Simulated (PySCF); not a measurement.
# ZnI: a composite coupled-cluster curve

An exercise on one series of results from a longer session: the logs are not shown, and one member is left open.

Method: CCSD(T) on ROHF, scalar-relativistic core potentials; program: PySCF 2.14.0.

2 further runs of the same task are left out: 2 set aside as unsound or not needed.

Set-up of the first run:

```yaml
molecule: ZnI
state: doublet, unpaired electrons σ ↑
smaller_basis: Zn aug-cc-pVDZ-PP with ECP10, I aug-cc-pVDZ-PP with ECP28
larger_basis: Zn aug-cc-pVTZ-PP with ECP10, I aug-cc-pVTZ-PP with ECP28
frozen_core_orbitals: 13
extrapolation: correlation as n⁻³ (n = 2, 3), Hartree–Fock as (n+1)·exp(−9√n)
corrections: none
distances_Å: 2.2113, 2.3119, 2.4124, 2.5129, 2.6134, 2.7390, 2.8647
masses_u: 63.9291, 126.9045
dissociation_limit: Zn + I
```

Launch:

```console
$ OMP_NUM_THREADS=4 python comp.py task.json out
```

One table of the session follows, with a row left open; its other results are not shown here.

Parts of the energy along the bond, in eV from Zn + I:

```
 R (Å)  HF/CBS  CCSD corr.      (T)
2.2113  -0.648      -0.080  -0.0465
2.3119  -1.008      -0.017  -0.0421
2.4124  -1.189       0.030  -0.0396
2.5129  -1.244       0.064  -0.0389
2.6134       ?           ?        ?
2.7390  -1.092       0.091  -0.0445
2.8647  -0.917       0.079  -0.0516
```

Q: Estimate the row for R (Å) = 2.6134 from the others.

Worked estimate for «HF/CBS». A straight line through the neighbours (2.5129, -1.244) and (2.7390, -1.092) gives -1.244 + (-1.092 + 1.244) × (2.6134 − 2.5129) / (2.7390 − 2.5129) = -1.176; a parabola fitted to 4 rows on both sides gives -1.209.

**Answer.** HF/CBS: -1.212; CCSD corr.: 0.084; (T): -0.0402. In «HF/CBS» the line misses by +0.036 and the parabola by +0.003.

Caveats from the session: An extrapolation from double and triple zeta is rough, so this isn't yet the limit.
